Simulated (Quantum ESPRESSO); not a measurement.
# Cu (Fm-3m) in Quantum ESPRESSO: equation of state

How stiff is Cu in PBEsol, and what volume does it want? The cell is scaled to several volumes.

Everything below comes from runs of Quantum ESPRESSO 7.5. Logs are shortened: lines on timing, memory, paths and dates and some standing lists are left out, and cuts for length are marked.

## (1) The structure

The structure is cubic, space group Fm-3m (No. 225). The conventional cell has a = 3.615 Å, b = 3.615 Å, c = 3.615 Å, α = 90.00°, β = 90.00°, γ = 90.00°. Cu (site symmetry m-3m) has 12 Cu at 2.56 Å as nearest neighbours.

## (2) Single point, PBEsol, 11.10 Å³/atom

pw.in

```
&CONTROL
  calculation = 'scf'
  prefix = 'pwscf'
  outdir = './tmp'
  pseudo_dir = './pseudo'
  tprnfor = .true.
  tstress = .true.
  disk_io = 'nowf'
/
&SYSTEM
  ibrav = 0
  nat = 1
  ntyp = 1
  ecutwfc = 56
  ecutrho = 448
  nbnd = 16
  occupations = 'smearing'
  smearing = 'fd'
  degauss = 0.00367493
/
&ELECTRONS
  conv_thr = 2d-10
  electron_maxstep = 120
  mixing_beta = 0.5
/
ATOMIC_SPECIES
Cu    63.5460 cu_pbesol_v1.2.uspp.F.UPF
CELL_PARAMETERS angstrom
   0.0000000000    1.7706018915    1.7706018915
   1.7706018915    0.0000000000    1.7706018915
   1.7706018915    1.7706018915    0.0000000000
ATOMIC_POSITIONS crystal
Cu     0.0000000000    0.0000000000    0.0000000000
K_POINTS automatic
13 13 13 0 0 0
```

Potentials or basis: GBRV 1.5 PBEsol.

On the command line:

```bash
$ OMP_NUM_THREADS=1 mpirun -n 2 pw.x -nk 2 -in pw.in > pw.out
```

pw.out:

```text
This program is part of the open-source Quantum ESPRESSO suite
     for quantum simulation of materials; please cite
[... 13 lines left out ...]
     --------------------
     sticks:   dense  smooth     PW     G-vecs:    dense   smooth      PW
     Sum         685     349    121                12039     4279     869

     Using Slab Decomposition

     bravais-lattice index     =            0
     lattice parameter (alat)  =       4.7319  a.u.
     unit-cell volume          =      74.9186 (a.u.)^3
     number of atoms/cell      =            1
     number of atomic types    =            1
     number of electrons       =        19.00
     number of Kohn-Sham states=           16
     kinetic-energy cutoff     =      56.0000  Ry
     charge density cutoff     =     448.0000  Ry
     scf convergence threshold =      2.0E-10
     mixing beta               =       0.5000
     number of iterations used =            8  plain     mixing
     Exchange-correlation= SLA  PW   PSX  PSC
                           (   1   4  10   8   0   0   0)

     celldm(1)=   4.731892  celldm(2)=   0.000000  celldm(3)=   0.000000
     celldm(4)=   0.000000  celldm(5)=   0.000000  celldm(6)=   0.000000

     crystal axes: (cart. coord. in units of alat)
               a(1) = (   0.000000   0.707107   0.707107 )
               a(2) = (   0.707107   0.000000   0.707107 )
               a(3) = (   0.707107   0.707107   0.000000 )

     reciprocal axes: (cart. coord. in units 2 pi/alat)
               b(1) = ( -0.707107  0.707107  0.707107 )
               b(2) = (  0.707107 -0.707107  0.707107 )
               b(3) = (  0.707107  0.707107 -0.707107 )

     PseudoPot. # 1 for Cu read from file:
     cu_pbesol_v1.2.uspp.F.UPF
     Pseudo is Ultrasoft + core correction, Zval = 19.0
     Generated by new atomic code, or converted to UPF format
     Using radial grid of  867 points,  6 beta functions with:
                l(1) =   0
                l(2) =   0
                l(3) =   1
                l(4) =   1
                l(5) =   2
                l(6) =   2
     Q(r) pseudized with  8 coefficients,  rinner =    1.150   1.150   1.150
                                                       1.150   1.150

     atomic species   valence    mass     pseudopotential
     Cu               19.00    63.54600     Cu( 1.00)

     48 Sym. Ops., with inversion, found

   Cartesian axes

     site n.     atom                  positions (alat units)
         1        Cu     tau(   1) = (   0.0000000   0.0000000   0.0000000  )

     number of k points=    84  Fermi-Dirac smearing, width (Ry)=  0.0037
                       cart. coord. in units 2pi/alat
        k(    1) = (   0.0000000   0.0000000   0.0000000), wk =   0.0009103
        k(    2) = (   0.0543928   0.0543928  -0.0543928), wk =   0.0072827
        k(    3) = (   0.1087857   0.1087857  -0.1087857), wk =   0.0072827
        k(    4) = (   0.1631785   0.1631785  -0.1631785), wk =   0.0072827
        k(    5) = (   0.2175713   0.2175713  -0.2175713), wk =   0.0072827
        k(    6) = (   0.2719641   0.2719641  -0.2719641), wk =   0.0072827
[... 76 lines left out ...]
        k(   83) = (   0.0000000  -0.4351426   0.6527140), wk =   0.0218480
        k(   84) = (  -0.0543928  -0.3807498   0.7071068), wk =   0.0218480

     Dense  grid:    12039 G-vectors     FFT dimensions: (  32,  32,  32)

     Smooth grid:     4279 G-vectors     FFT dimensions: (  24,  24,  24)

     Check: negative core charge=   -0.000002

     Initial potential from superposition of free atoms

     starting charge      18.0000, renormalised to      19.0000
     Starting wfcs are   13 randomized atomic wfcs +    3 random wfcs

     Self-consistent Calculation

     iteration #  1     ecut=    56.00 Ry     beta= 0.50
     Davidson diagonalization with overlap
     ethr =  1.00E-02,  avg # of iterations =  5.8

     total energy              =    -400.95848768 Ry
     estimated scf accuracy    <       5.15464923 Ry

     iteration #  2     ecut=    56.00 Ry     beta= 0.50
     Davidson diagonalization with overlap
     ethr =  1.00E-02,  avg # of iterations =  3.0

     total energy              =    -402.95490324 Ry
     estimated scf accuracy    <       5.41504439 Ry

     iteration #  3     ecut=    56.00 Ry     beta= 0.50
     Davidson diagonalization with overlap
     ethr =  1.00E-02,  avg # of iterations =  2.0

     total energy              =    -403.52460625 Ry
     estimated scf accuracy    <       0.22303308 Ry

     iteration #  4     ecut=    56.00 Ry     beta= 0.50
     Davidson diagonalization with overlap
     ethr =  1.17E-03,  avg # of iterations =  1.2

     total energy              =    -403.53554280 Ry
     estimated scf accuracy    <       0.08944111 Ry

     iteration #  5     ecut=    56.00 Ry     beta= 0.50
     Davidson diagonalization with overlap
     ethr =  4.71E-04,  avg # of iterations =  1.4

     total energy              =    -403.49239155 Ry
     estimated scf accuracy    <       0.12386777 Ry

     iteration #  6     ecut=    56.00 Ry     beta= 0.50
     Davidson diagonalization with overlap
     ethr =  4.71E-04,  avg # of iterations =  2.0

     total energy              =    -403.51322658 Ry
     estimated scf accuracy    <       0.00077667 Ry

     iteration #  7     ecut=    56.00 Ry     beta= 0.50
     Davidson diagonalization with overlap
     ethr =  4.09E-06,  avg # of iterations =  3.3
[... 46 lines left out ...]
     iteration # 14     ecut=    56.00 Ry     beta= 0.50
     Davidson diagonalization with overlap
     ethr =  8.88E-10,  avg # of iterations =  2.0

     total energy              =    -403.51313327 Ry
     estimated scf accuracy    <          8.8E-10 Ry

     iteration # 15     ecut=    56.00 Ry     beta= 0.50
     Davidson diagonalization with overlap
     ethr =  4.62E-12,  avg # of iterations =  4.0

     total energy              =    -403.51313327 Ry
     estimated scf accuracy    <          5.1E-09 Ry

     iteration # 16     ecut=    56.00 Ry     beta= 0.50
     Davidson diagonalization with overlap
     ethr =  4.62E-12,  avg # of iterations =  2.0

     total energy              =    -403.51313327 Ry
     estimated scf accuracy    <          4.1E-10 Ry

     iteration # 17     ecut=    56.00 Ry     beta= 0.50
     Davidson diagonalization with overlap
     ethr =  2.14E-12,  avg # of iterations =  1.0

     total energy              =    -403.51313327 Ry
     estimated scf accuracy    <          2.3E-10 Ry

     iteration # 18     ecut=    56.00 Ry     beta= 0.50
     Davidson diagonalization with overlap
     ethr =  1.20E-12,  avg # of iterations =  1.0

     End of self-consistent calculation

          k = 0.0000 0.0000 0.0000 (   531 PWs)   bands (ev):

   -95.1678 -52.6312 -52.6312 -52.6312   7.2687  14.0190  14.0190  14.0190
    14.9402  14.9402  40.2702  43.3518  43.3518  43.3518  45.9185  45.9185

          k = 0.0544 0.0544-0.0544 (   534 PWs)   bands (ev):

   -95.1667 -52.6392 -52.6324 -52.6324   7.4943  13.9676  14.0634  14.0634
    14.9227  14.9227  38.9922  41.4322  42.7385  42.7385  46.8271  46.8271

          k = 0.1088 0.1088-0.1088 (   537 PWs)   bands (ev):

   -95.1637 -52.6614 -52.6357 -52.6357   8.1547  13.8410  14.1592  14.1592
    14.9059  14.9059  35.1497  40.8857  41.8167  41.8167  47.7095  48.1958

          k = 0.1632 0.1632-0.1632 (   531 PWs)   bands (ev):

   -95.1594 -52.6926 -52.6403 -52.6403   9.1865  13.7272  14.1995  14.1995
    14.9883  14.9883  31.1288  40.3793  41.0747  41.0747  47.1397  47.1397

          k = 0.2176 0.2176-0.2176 (   528 PWs)   bands (ev):

   -95.1548 -52.7256 -52.6453 -52.6453  10.4050  13.8184  14.1370  14.1370
    15.1960  15.1960  27.3746  39.7132  40.5669  40.5669  45.3570  45.3570

          k = 0.2720 0.2720-0.2720 (   534 PWs)   bands (ev):

   -95.1510 -52.7529 -52.6493 -52.6493  11.3527  14.0452  14.0452  14.4991
    15.4209  15.4209  24.0706  39.1137  40.2773  40.2773  43.9967  43.9967

          k = 0.3264 0.3264-0.3264 (   535 PWs)   bands (ev):

   -95.1489 -52.7683 -52.6516 -52.6516  11.7103  13.9860  13.9860  15.5609
    15.5609  15.6733  21.6882  38.7703  40.1607  40.1607  43.2604  43.2604

          k = 0.1088-0.0000 0.0000 (   532 PWs)   bands (ev):

   -95.1663 -52.6390 -52.6343 -52.6343   7.5692  13.9237  14.0945  14.0945
    14.8541  14.9746  39.4786  41.1370  41.1370  42.1946  47.3537  48.2212

          k = 0.1632 0.0544-0.0544 (   535 PWs)   bands (ev):

   -95.1639 -52.6555 -52.6381 -52.6365   8.0841  13.8038  14.1880  14.1925
    14.7760  15.0053  36.6457  39.8249  39.9441  43.0140  46.3688  48.1828
[... 346 lines left out ...]
          k =-0.1088-0.4351 0.6527 (   522 PWs)   bands (ev):

   -95.1434 -52.7390 -52.7061 -52.6774  12.7018  13.0554  13.7887  14.9793
    15.5986  20.1674  24.7242  28.0085  28.6126  42.4141  46.3766  49.3809

          k =-0.0544-0.3807 0.5983 (   524 PWs)   bands (ev):

   -95.1431 -52.7322 -52.7163 -52.6765  12.8781  13.1527  13.6081  14.8652
    15.5932  21.7835  22.8252  27.0785  29.3742  43.0196  47.2277  50.5368

          k = 0.0000-0.3264 0.5439 (   527 PWs)   bands (ev):

   -95.1441 -52.7336 -52.7109 -52.6715  12.8934  13.3361  13.3372  14.8765
    15.4574  19.6601  25.0574  26.9863  30.6098  43.7841  45.7299  49.9474

          k =-0.0544-0.4895 0.7071 (   517 PWs)   bands (ev):

   -95.1426 -52.7458 -52.7005 -52.6834  12.4471  12.8351  14.2936  15.1630
    15.7075  20.4309  25.9226  26.7115  27.9822  41.0257  43.8350  52.1268

          k = 0.0000-0.4351 0.6527 (   525 PWs)   bands (ev):

   -95.1424 -52.7368 -52.7121 -52.6825  12.6477  13.0212  13.9402  14.9913
    15.7055  22.1058  24.2931  25.6032  28.2693  42.2595  46.7512  50.0229

          k =-0.0544-0.3807 0.7071 (   520 PWs)   bands (ev):

   -95.1425 -52.7295 -52.7181 -52.6831  12.7585  13.2919  13.5555  14.9027
    15.7066  22.2648  24.2870  26.3674  26.9959  45.2623  46.3039  48.6138

     the Fermi energy is    17.3970 ev

!    total energy              =    -403.51313327 Ry
     estimated scf accuracy    <          2.5E-11 Ry
     smearing contrib. (-TS)   =      -0.00020150 Ry
     internal energy E=F+TS    =    -403.51293177 Ry

     The total energy is F=E-TS. E is the sum of the following terms:
     one-electron contribution =    -259.67429308 Ry
     hartree contribution      =     141.92017908 Ry
     xc contribution           =     -38.42489205 Ry
     ewald contribution        =    -247.33392572 Ry

     convergence has been achieved in  18 iterations

     Forces acting on atoms (cartesian axes, Ry/au):

     atom    1 type  1   force =     0.00000000    0.00000000    0.00000000

     Total force =     0.000000     Total SCF correction =     0.000000

     Computing stress (Cartesian axis) and pressure

          total   stress  (Ry/bohr**3)                   (kbar)     P=       34.00
   0.00023113   0.00000000  -0.00000000           34.00        0.00       -0.00
   0.00000000   0.00023113   0.00000000            0.00       34.00        0.00
  -0.00000000   0.00000000   0.00023113           -0.00        0.00       34.00

=------------------------------------------------------------------------------=
   JOB DONE.
=------------------------------------------------------------------------------=
```

It took 8.9 s on 2 MPI ranks of Arm Neoverse V2, shared host; peak memory 0.12 GiB.

What came out:

| Item | Value |
| --- | --- |
| Free energy | -5490.0759 eV |
| Pressure | 3.4 GPa |
| Band gap on the k mesh | none (metal or under the smearing width) |

## (3) Single point, PBEsol, 11.34 Å³/atom

pw.in, as its differences from that of step 2:

```diff
@@ -28,5 +28,5 @@
 CELL_PARAMETERS angstrom
-   0.0000000000    1.7706018915    1.7706018915
-   1.7706018915    0.0000000000    1.7706018915
-   1.7706018915    1.7706018915    0.0000000000
+   0.0000000000    1.7830713297    1.7830713297
+   1.7830713297    0.0000000000    1.7830713297
+   1.7830713297    1.7830713297    0.0000000000
 ATOMIC_POSITIONS crystal
```

Potentials or basis: GBRV 1.5 PBEsol.

On the command line:

```bash
$ OMP_NUM_THREADS=1 mpirun -n 2 pw.x -nk 2 -in pw.in > pw.out
```

Run time: 8.2 s. Hardware: 2 MPI ranks of Arm Neoverse V2, shared host; peak memory 0.14 GiB.

It converged, with:

| Property | Result |
| --- | --- |
| Free energy | -5490.0788 eV |
| Pressure | -0.4 GPa |
| Band gap on the k mesh | none (metal or under the smearing width) |

## (4) Single point, PBEsol, 11.57 Å³/atom

pw.in, as its differences from that of step 3:

```diff
@@ -28,5 +28,5 @@
 CELL_PARAMETERS angstrom
-   0.0000000000    1.7830713297    1.7830713297
-   1.7830713297    0.0000000000    1.7830713297
-   1.7830713297    1.7830713297    0.0000000000
+   0.0000000000    1.7953687620    1.7953687620
+   1.7953687620    0.0000000000    1.7953687620
+   1.7953687620    1.7953687620    0.0000000000
 ATOMIC_POSITIONS crystal
```

On the command line:

```bash
$ OMP_NUM_THREADS=1 mpirun -n 2 pw.x -nk 2 -in pw.in > pw.out
```

Run time: 8.3 s. Hardware: 2 MPI ranks of Arm Neoverse V2, shared host; peak memory 0.14 GiB.

The run converged. Its results:

- Free energy: -5490.0766 eV
- Pressure: -3.7 GPa
- Band gap on the k mesh: none (metal or under the smearing width)

## (5) Single point, PBEsol, 11.81 Å³/atom

pw.in, as its differences from that of step 4:

```diff
@@ -28,5 +28,5 @@
 CELL_PARAMETERS angstrom
-   0.0000000000    1.7953687620    1.7953687620
-   1.7953687620    0.0000000000    1.7953687620
-   1.7953687620    1.7953687620    0.0000000000
+   0.0000000000    1.8075000000    1.8075000000
+   1.8075000000    0.0000000000    1.8075000000
+   1.8075000000    1.8075000000    0.0000000000
 ATOMIC_POSITIONS crystal
```

On the command line:

```bash
$ OMP_NUM_THREADS=1 mpirun -n 2 pw.x -nk 2 -in pw.in > pw.out
```

It took 8.4 s on 2 MPI ranks of Arm Neoverse V2, shared host; peak memory 0.14 GiB.

It converged, with:

| Property | Result |
| --- | --- |
| Free energy | -5490.0698 eV |
| Pressure | -6.6 GPa |
| Band gap on the k mesh | none (metal or under the smearing width) |

## (6) Single point, PBEsol, 12.05 Å³/atom

pw.in, as its differences from that of step 5:

```diff
@@ -28,5 +28,5 @@
 CELL_PARAMETERS angstrom
-   0.0000000000    1.8075000000    1.8075000000
-   1.8075000000    0.0000000000    1.8075000000
-   1.8075000000    1.8075000000    0.0000000000
+   0.0000000000    1.8194705475    1.8194705475
+   1.8194705475    0.0000000000    1.8194705475
+   1.8194705475    1.8194705475    0.0000000000
 ATOMIC_POSITIONS crystal
```

Potentials or basis: GBRV 1.5 PBEsol.

On the command line:

```bash
$ OMP_NUM_THREADS=1 mpirun -n 2 pw.x -nk 2 -in pw.in > pw.out
```

Wall time 9.9 s (2 MPI ranks of Arm Neoverse V2, shared host); peak memory 0.14 GiB.

It converged, with:

- Free energy: -5490.0589 eV
- Pressure: -9.1 GPa
- Band gap on the k mesh: none (metal or under the smearing width)

## (7) Single point, PBEsol, 12.28 Å³/atom

pw.in, as its differences from that of step 6:

```diff
@@ -28,5 +28,5 @@
 CELL_PARAMETERS angstrom
-   0.0000000000    1.8194705475    1.8194705475
-   1.8194705475    0.0000000000    1.8194705475
-   1.8194705475    1.8194705475    0.0000000000
+   0.0000000000    1.8312856224    1.8312856224
+   1.8312856224    0.0000000000    1.8312856224
+   1.8312856224    1.8312856224    0.0000000000
 ATOMIC_POSITIONS crystal
```

On the command line:

```bash
$ OMP_NUM_THREADS=1 mpirun -n 2 pw.x -nk 2 -in pw.in > pw.out
```

It took 11 s on 2 MPI ranks of Arm Neoverse V2, shared host; peak memory 0.14 GiB.

It converged, with:

| Quantity | Value |
| --- | --- |
| Free energy | -5490.0445 eV |
| Pressure | -11.4 GPa |
| Band gap on the k mesh | none (metal or under the smearing width) |

## (8) Single point, PBEsol, 12.52 Å³/atom

pw.in, as its differences from that of step 7:

```diff
@@ -28,5 +28,5 @@
 CELL_PARAMETERS angstrom
-   0.0000000000    1.8312856224    1.8312856224
-   1.8312856224    0.0000000000    1.8312856224
-   1.8312856224    1.8312856224    0.0000000000
+   0.0000000000    1.8429501765    1.8429501765
+   1.8429501765    0.0000000000    1.8429501765
+   1.8429501765    1.8429501765    0.0000000000
 ATOMIC_POSITIONS crystal
```

Potentials or basis: GBRV 1.5 PBEsol.

On the command line:

```bash
$ OMP_NUM_THREADS=1 mpirun -n 2 pw.x -nk 2 -in pw.in > pw.out
```

pw.out:

```text
This program is part of the open-source Quantum ESPRESSO suite
     for quantum simulation of materials; please cite
[... 13 lines left out ...]
     --------------------
     sticks:   dense  smooth     PW     G-vecs:    dense   smooth      PW
     Sum         745     379    121                13539     4813     941

     Using Slab Decomposition

     bravais-lattice index     =            0
     lattice parameter (alat)  =       4.9252  a.u.
     unit-cell volume          =      84.4826 (a.u.)^3
     number of atoms/cell      =            1
     number of atomic types    =            1
     number of electrons       =        19.00
     number of Kohn-Sham states=           16
     kinetic-energy cutoff     =      56.0000  Ry
     charge density cutoff     =     448.0000  Ry
     scf convergence threshold =      2.0E-10
     mixing beta               =       0.5000
     number of iterations used =            8  plain     mixing
[... 280 lines left out ...]
     iteration # 21     ecut=    56.00 Ry     beta= 0.50
     Davidson diagonalization with overlap
     ethr =  2.45E-12,  avg # of iterations =  2.0

     End of self-consistent calculation

          k = 0.0000 0.0000 0.0000 (   609 PWs)   bands (ev):

   -97.3778 -54.8711 -54.8711 -54.8711   5.6941  11.8831  11.8831  11.8831
    12.6464  12.6464  36.7998  38.9488  38.9488  38.9488  41.4521  41.4521
[... 413 lines left out ...]
   -97.3637 -54.9327 -54.9256 -54.9038  10.8573  11.2894  11.5104  12.6217
    13.2838  19.3674  21.2707  23.1430  23.4844  41.0108  41.7361  43.8203

     the Fermi energy is    14.8638 ev

!    total energy              =    -403.50953193 Ry
     estimated scf accuracy    <          5.1E-11 Ry
     smearing contrib. (-TS)   =      -0.00020108 Ry
     internal energy E=F+TS    =    -403.50933085 Ry

     The total energy is F=E-TS. E is the sum of the following terms:
     one-electron contribution =    -276.08918970 Ry
     hartree contribution      =     148.56666909 Ry
     xc contribution           =     -38.36241741 Ry
     ewald contribution        =    -237.62439284 Ry

     convergence has been achieved in  21 iterations

     Forces acting on atoms (cartesian axes, Ry/au):

     atom    1 type  1   force =     0.00000000    0.00000000    0.00000000

     Total force =     0.000000     Total SCF correction =     0.000000

     Computing stress (Cartesian axis) and pressure

          total   stress  (Ry/bohr**3)                   (kbar)     P=     -133.37
  -0.00090662   0.00000000   0.00000000         -133.37        0.00        0.00
   0.00000000  -0.00090662   0.00000000            0.00     -133.37        0.00
   0.00000000   0.00000000  -0.00090662            0.00        0.00     -133.37

=------------------------------------------------------------------------------=
   JOB DONE.
=------------------------------------------------------------------------------=
```

It took 11 s on 2 MPI ranks of Arm Neoverse V2, shared host; peak memory 0.14 GiB.

What came out:

```yaml
Free_energy: -5490.0269 eV
Pressure: -13.3 GPa
Band_gap_on_the_k_mesh: none (metal or under the smearing width)
```

## (9) Equation of state, PBEsol

Potentials or basis: GBRV 1.5 PBEsol.

No new run: the results of the series are fitted here.

What came out:

```
Equilibrium volume                      : 11.35 Å³/atom
Bulk modulus                            : 167 GPa
Pressure derivative of the bulk modulus : 4.9
```

Energy against volume, from the lowest point:
```
volume (Å³/atom)  energy (meV/atom)
          11.102               2.94
          11.338               0.00
          11.574               2.22
          11.810               9.04
          12.047              19.89
          12.283              34.33
          12.519              51.94
```
